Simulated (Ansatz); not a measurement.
# Ta16H: the cost of one run

Program: Ansatz 0.2.0. Level of theory: DFT PBE, plane waves, PAW, scalar-relativistic, no spin polarisation. These are calculated values, not measurements.

## (1) The starting structure

The cell holds 17 atoms (HTa16): a = 6.620 Å, b = 6.620 Å, c = 6.620 Å, α = 90.00°, β = 90.00°, γ = 90.00°.

The coordinates stand in the first input below.

## (2) End point A

input.yaml reads:

```yaml
crystal:
  lattice:
    - [6.62, 0.0, 0.0]
    - [0.0, 6.62, 0.0]
    - [0.0, 0.0, 6.62]
  atoms:
    - { symbol: Ta, position: [0.0, 0.0, 0.0] }
    - { symbol: Ta, position: [0.5, 0.0, 0.0] }
    - { symbol: Ta, position: [0.0, 0.5, 0.0] }
    - { symbol: Ta, position: [0.0, 0.0, 0.5] }
    - { symbol: Ta, position: [0.25, 0.25, 0.25] }
    - { symbol: Ta, position: [0.5, 0.5, 0.0] }
    - { symbol: Ta, position: [0.5, 0.0, 0.5] }
    - { symbol: Ta, position: [0.75, 0.25, 0.25] }
    - { symbol: Ta, position: [0.0, 0.5, 0.5] }
    - { symbol: Ta, position: [0.25, 0.75, 0.25] }
    - { symbol: Ta, position: [0.25, 0.25, 0.75] }
    - { symbol: Ta, position: [0.5, 0.5, 0.5] }
    - { symbol: Ta, position: [0.75, 0.75, 0.25] }
    - { symbol: Ta, position: [0.75, 0.25, 0.75] }
    - { symbol: Ta, position: [0.25, 0.75, 0.75] }
    - { symbol: Ta, position: [0.75, 0.75, 0.75] }
    - { symbol: H, position: [0.2568934, -0.0044085, 0.118738] }
basis:
  ecutwfc: 420.0
kpoints:
  mp_grid: { grid: [3, 3, 3] }
hamiltonian:
  xc: pbe
scf:
  occupations: { method: gaussian, width: 0.1 }
  lower_state_search: "off"
relax:
  f_tol: 0.03
  max_steps: 60
  adjacent_minimum: "off"
```

The run is started by

```sh
> ansatz run input.yaml --threads 4 --pin off --max-ram 10240MiB --backend cpu --events-out ev --progress --plain --runs-dir out
```

Q: Estimate wall time and peak memory on 4 threads of Intel Xeon Platinum 8259CL at 2.50GHz (Skylake/Cascade Lake), shared host.

About 41 s, with a peak of 1.2 GiB.
